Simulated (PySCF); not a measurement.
# C2H9OPSi2: circular dichroism and optical rotation

What do calculations give for the circular dichroism and optical rotation of C2H9OPSi2 (`[SiH3]P[Si@H]1CCO1`)?

Programs: PySCF 2.14.0, with routines of our own; each step states its level. All values are computed. Atoms count from 0.

### Step 1. The system as given

15 atoms, charge 0, multiplicity 1; geometry from: GFN2-xTB.

### Step 2. Circular dichroism and optical rotation: TDDFT BHandHLYP/def2-SVPD

Job settings and geometry (Å):

```
{"job": {"kind": "ecd", "xc": "BHandHLYP", "basis": "def2-SVPD", "nstates": 12}, "charge": 0, "multiplicity": 1}
Si     2.901849     0.099170     0.657734
P      1.306755    -1.375960     0.132701
Si    -0.274592     0.028553    -0.541764
C     -2.104081    -0.511258    -0.476785
C     -2.199978     0.573244     0.590927
O     -0.829193     0.955378     0.713333
H      2.624331     0.602565     1.999377
H      4.159822    -0.651662     0.639091
H      2.997278     1.209682    -0.294914
H      1.757868    -1.629815    -1.147195
H      0.028361     0.868250    -1.711173
H     -2.720220    -0.328543    -1.349262
H     -2.312743    -1.504269    -0.092838
H     -2.779971     1.441424     0.274895
H     -2.559899     0.231231     1.561340
```

Method: TDDFT BHandHLYP/def2-SVPD circular dichroism and optical rotation, one conformer, gas phase.

Launch:

```bash
> OMP_NUM_THREADS=1 python excited_run.py task.json out
```

The driver reads the jobs from task.json and runs them one after another.

Log:

```text
coarse grid: 13712 points
cycle   1  E = -1076.5336602732  dE =  6.627e-01  |g| = 6.558e-01  |ddm| = 4.657e+00
cycle   2  E = -1076.4982391374  dE =  3.542e-02  |g| = 8.185e-01  |ddm| = 1.683e+00
cycle   3  E = -1076.6273696803  dE = -1.291e-01  |g| = 6.648e-02  |ddm| = 8.734e-01
cycle   4  E = -1076.6282272885  dE = -8.576e-04  |g| = 3.100e-02  |ddm| = 1.456e-01
cycle   5  E = -1076.6284993529  dE = -2.721e-04  |g| = 4.708e-03  |ddm| = 5.415e-02
cycle   6  E = -1076.6285055818  dE = -6.229e-06  |g| = 1.141e-03  |ddm| = 8.783e-03
final grid: 117752 points
cycle   7  E = -1076.7205430317  dE = -1.257e-05  |g| = 2.736e-03  |ddm| = 5.219e-02
cycle   8  E = -1076.7205434099  dE = -3.782e-07  |g| = 2.539e-03  |ddm| = 8.063e-03
cycle   9  E = -1076.7205450114  dE = -1.601e-06  |g| = 1.905e-04  |ddm| = 3.027e-03
cycle  10  E = -1076.7205450180  dE = -6.612e-09  |g| = 1.233e-04  |ddm| = 4.528e-04
cycle  11  E = -1076.7205450212  dE = -3.206e-09  |g| = 2.334e-05  |ddm| = 1.704e-04
cycle  12  E = -1076.7205450214  dE = -1.639e-10  |g| = 5.088e-06  |ddm| = 4.335e-05
converged SCF energy = -1076.7205450214

Singlet excitations and rotatory strengths (1e-40 esu^2 cm^2)
state   eV       nm     f(len)   f(vel)    R(len)    R(vel)   main configurations
  1   5.7891   214.2  0.00518  0.00560     2.580     2.469   H->L 0.91
  2   6.5588   189.0  0.00742  0.00785   -23.880   -23.268   H-1->L 0.52, H->L+1 0.35
  3   6.6921   185.3  0.14521  0.15732   137.787   141.441   H->L+1 0.33, H-1->L 0.27, H->L+2 0.16
  4   6.8447   181.1  0.04690  0.04732    97.851    98.900   H-2->L 0.55, H->L+3 0.27
  5   6.9528   178.3  0.10229  0.10906   -44.517   -44.401   H->L+3 0.39, H->L+2 0.23, H-2->L 0.19
  6   7.0752   175.2  0.16671  0.17613  -168.711  -171.616   H->L+2 0.45, H->L+3 0.20, H-2->L 0.08
  7   7.4031   167.5  0.02920  0.03119    21.020    22.157   H->L+5 0.40, H->L+4 0.32
  8   7.5213   164.8  0.01886  0.02304   -22.751   -25.144   H-1->L+1 0.66, H-1->L+3 0.22
  9   7.8066   158.8  0.06456  0.06837   -24.182   -24.548   H-2->L+1 0.34, H-2->L+3 0.13, H-1->L+3 0.12
 10   7.8654   157.6  0.08601  0.08880   -38.750   -38.708   H-1->L+3 0.49, H-2->L+1 0.18, H-1->L+1 0.11
 11   7.8824   157.3  0.00799  0.00781    16.359    16.623   H-3->L 0.77, H-1->L+2 0.08
 12   7.9204   156.5  0.01111  0.01373   -10.788   -12.812   H-1->L+2 0.67, H-3->L 0.09

Specific rotation (deg / (dm g/mL))
    nm     length   length(OI)   velocity    alpha(len)  alpha(vel)
  633.0     -56.88     -56.28     -45.09      106.750    108.678
  589.3     -64.88     -64.15     -51.08      107.275    109.221
  546.0     -74.36     -73.47     -57.98      107.935    109.904
  436.0    -105.84    -104.13     -78.10      110.713    112.782
  405.0    -114.97    -112.81     -81.62      112.003    114.120
  365.0    -120.58    -117.48     -76.73      114.289    116.490
  355.0    -119.15    -115.70     -71.80      115.014    117.243
```

Wall time 76 s (1 thread of Arm Neoverse V1, shared host); peak memory 0.94 GiB.

### Step 3. What came out

```
                                                                                       quantity                                                            value
state of largest rotatory strength (velocity form) among 12 (step 2, TDDFT BHandHLYP/def2-SVPD)  7.08 eV, R = -171.6 (velocity), -168.7 (length) ·10⁻⁴⁰ esu² cm²
                              specific rotation at 633.0 nm (step 2, TDDFT BHandHLYP/def2-SVPD)                                 -45.1 (velocity), -56.9 (length)
```

Rotations belong to one conformer. The length form depends on the origin in a finite basis.
